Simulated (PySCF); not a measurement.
**One shape, several levels: Si2AsH7 (SMILES [SiH3][SiH2][AsH2])**

Aim: a comparison of 5 runs (HF/STO-3G, B3LYP/6-31G*, PBE0/cc-pVDZ, PBE0/def2-SVP, MP2/pcseg-1) of Si2AsH7. Input form: a Python script.

The calculation is run with PySCF 2.14.0.

### Step 1. The system as given

The species is Si2AsH7 (10 atoms), meant as a singlet with charge 0. SMILES: `[SiH3][SiH2][AsH2]`. Geometry: a GFN2-xTB relaxation, a rough one for these elements and not checked as a minimum. This is one conformer, not always the lowest.

Bond lengths: Si1–Si2 2.324 Å, Si2–As3 2.339 Å, Si1–H4 1.463 Å, Si1–H5 1.468 Å, Si1–H6 1.468 Å, Si2–H7 1.476 Å, Si2–H8 1.476 Å, As3–H9 1.502 Å, As3–H10 1.502 Å. Some angles: Si1–Si2–As3 115.2°, Si1–Si2–H7 111.4°, Si1–Si2–H8 111.2°, As3–Si2–H7 107.3°, As3–Si2–H8 107.0°, Si2–Si1–H4 114.2°, Si2–Si1–H5 111.3°, Si2–Si1–H6 111.2°, Si2–As3–H9 91.9°, Si2–As3–H10 92.2°.

### Step 2. Energy and gradient at HF/STO-3G (run 1)

The input, input.xyz:

```xyz
10
AsH7Si2
Si    -1.163180     0.804490    -0.666670
Si     0.080120    -1.057390    -0.043120
As     1.996780    -0.599000     1.216350
H     -2.358770     0.492670    -1.450680
H     -0.362250     1.736570    -1.470060
H     -1.614460     1.558870     0.509210
H     -0.734940    -2.013710     0.730980
H      0.513630    -1.830590    -1.223320
H      1.252670     0.374160     2.085850
H      2.390390     0.533930     0.311470
```

The input, calc.py:

```python
# [SiH3][SiH2][AsH2]
import pyscf.grad
from pyscf import gto, scf

mol = gto.Mole()
mol.atom = 'input.xyz'
mol.verbose = 3
mol.max_memory = 1860
mol.basis = 'sto-3g'
mol.build()

mf = scf.RHF(mol)
mf.conv_tol = 1e-10
mf.kernel()
if not mf.converged:
    mf = mf.newton().run(mf.mo_coeff, mf.mo_occ)

energy = mf.e_tot
print('Final energy', energy)
grad = mf.Gradients().kernel()
mf.analyze()
```

On the command line:

```bash
OMP_NUM_THREADS=1 python calc.py
```

The log of the run:

```text
converged SCF energy = -2784.59379878252
[... 12 lines left out ...]
MO #3   energy= -67.9547471658897  occ= 2
[... 7 lines left out ...]
MO #11  energy= -5.23841900921451  occ= 2
[... 7 lines left out ...]
MO #19  energy= -3.96937965354793  occ= 2
[... 7 lines left out ...]
MO #27  energy= -0.617009918118922 occ= 2
[... 7 lines left out ...]
MO #35  energy= 0.32547814466833   occ= 0
[... 7 lines left out ...]
MO #43  energy= 0.625744340511245  occ= 0
[... 11 lines left out ...]
Dipole moment(X, Y, Z, Debye): -0.76602,  0.52670, -0.43944
```

Wall time 6 s (1 thread of Intel Xeon at 2.50GHz (Skylake/Cascade Lake), shared host); peak memory 0.12 GiB.

### Step 3. Energy and gradient at B3LYP/6-31G(d) (Cartesian functions) (run 2)

The input, job.py:

```python
from pyscf import gto, dft

mol = gto.Mole()
mol.atom = '''
Si  -1.163180   0.804490  -0.666670
Si   0.080120  -1.057390  -0.043120
As   1.996780  -0.599000   1.216350
H   -2.358770   0.492670  -1.450680
H   -0.362250   1.736570  -1.470060
H   -1.614460   1.558870   0.509210
H   -0.734940  -2.013710   0.730980
H    0.513630  -1.830590  -1.223320
H    1.252670   0.374160   2.085850
H    2.390390   0.533930   0.311470
'''
mol.verbose = 3
mol.cart = True
mol.max_memory = 1860
mol.basis = '6-31g*'
mol.build()

mf = dft.RKS(mol)
mf.xc = 'b3lyp'
mf.conv_tol = 1e-10
mf.grids.level = 5
mf.kernel()
if not mf.converged:
    mf = mf.newton().run(mf.mo_coeff, mf.mo_occ)

e_tot = mf.e_tot
print('E = %.10f Eh' % e_tot)
grad = mf.nuc_grad_method().kernel()
dip = mf.dip_moment()
pop, q = mf.mulliken_pop()
```

On the command line:

```bash
OMP_NUM_THREADS=1 python job.py
```

The log of the run:

```text
converged SCF energy = -2818.82492128759
[... 9 lines left out ...]
Dipole moment(X, Y, Z, Debye): -0.20368,  0.32412, -0.09962
[... 98 lines left out ...]
charge of    9H =      0.05405
```

Run time: 74 s. Hardware: 1 thread of Intel Xeon at 2.50GHz (Skylake/Cascade Lake), shared host; peak memory 0.85 GiB.

Runs 3 to 4 aren't shown in full; the table further down has their settings and results.

### Step 4. Energy and gradient at MP2/pcseg-1 (run 5)

The input, geometry.xyz:

```xyz
10
AsH7Si2
Si    -1.163180     0.804490    -0.666670
Si     0.080120    -1.057390    -0.043120
As     1.996780    -0.599000     1.216350
H     -2.358770     0.492670    -1.450680
H     -0.362250     1.736570    -1.470060
H     -1.614460     1.558870     0.509210
H     -0.734940    -2.013710     0.730980
H      0.513630    -1.830590    -1.223320
H      1.252670     0.374160     2.085850
H      2.390390     0.533930     0.311470
```

The input, calc.py:

```python
# [SiH3][SiH2][AsH2]
import pyscf.grad
from pyscf import gto, mp

molecule = gto.M(
    atom='geometry.xyz',
    charge=0,
    max_memory=1860,
    basis='pcseg-1',
    verbose=4,
)

mf = molecule.RHF()
mf.conv_tol = 1e-10
mf.kernel()
if not mf.converged:
    mf = mf.newton().run(mf.mo_coeff, mf.mo_occ)

pt = mp.MP2(mf, frozen=19).run()
energy = pt.e_tot
print(f'total energy: {energy:.8f} hartree')
grad = pt.Gradients().kernel()
mf.analyze()
```

On the command line:

```bash
OMP_NUM_THREADS=1 python calc.py
```

The log of the run:

```text
PySCF version 2.14.0

[... 98 lines left out ...]
MO #8   energy= -8.0092787515757   occ= 2
[... 17 lines left out ...]
MO #26  energy= -0.746077378526681 occ= 2
[... 17 lines left out ...]
MO #44  energy= 0.269163253984497  occ= 0
[... 17 lines left out ...]
MO #62  energy= 0.712269333836585  occ= 0
[... 17 lines left out ...]
MO #80  energy= 2.11865844601955   occ= 0
[... 17 lines left out ...]
MO #98  energy= 2.90130281058946   occ= 0
[... 111 lines left out ...]
Dipole moment(X, Y, Z, Debye): -0.44329,  0.28380, -0.25498
```

Run time: 75 s. Hardware: 1 thread of Intel Xeon at 2.50GHz (Skylake/Cascade Lake), shared host; peak memory 0.93 GiB.

### Step 5. Overview of the runs

```tsv
run	level	Cartesian functions	integration grid	energy (Eh)	dipole moment (D) of the reference	HOMO energy (eV)	LUMO energy (eV)	wall time
1	HF/STO-3G	no	–	-2784.593799	1.03	-7.05	8.86	6 s
2	B3LYP/6-31G* (Cartesian functions)	yes	5	-2818.824921	0.40	-7.14	-0.34	74 s
3	PBE0/cc-pVDZ	no	5	-2818.503306	0.33	-7.40	-0.14	81 s
4	PBE0/def2-SVP	no	5	-2818.077036	0.35	-7.45	-0.16	80 s
5	MP2/pcseg-1	no	–	-2816.109151	0.58	-9.77	2.80	75 s
```

### Step 6. What came out

| quantity | value |
| --- | --- |
| run 5: total energy | -2816.10915 Eh |
| run 5: dipole moment (Hartree–Fock density) | 0.58 D |
| run 5: HOMO energy (Hartree–Fock orbitals) | -9.77 eV |
| run 5: LUMO energy (Hartree–Fock orbitals) | 2.80 eV |
| run 5: HOMO–LUMO gap (Hartree–Fock orbitals) | 12.56 eV |
| run 5: correlation energy (19 core orbitals frozen) | -312.9 mEh |
| run 5: largest force on an atom | 0.705 eV/Å |

What this shows: Over runs 1, 2, 3, 4 the dipole moment (its size) runs from 0.33 D (PBE0/cc-pVDZ) to 1.03 D (HF/STO-3G). The two ends differ in method and basis. Over runs 1, 2, 3, 4 the HOMO–LUMO gap runs from 6.80 eV (B3LYP/6-31G*) to 15.91 eV (HF/STO-3G). Totals of different functionals can't be ranked against each other. In run 1 the basis is minimal, so the values are rough. All runs together took 5.3 min, the longest 81 s.
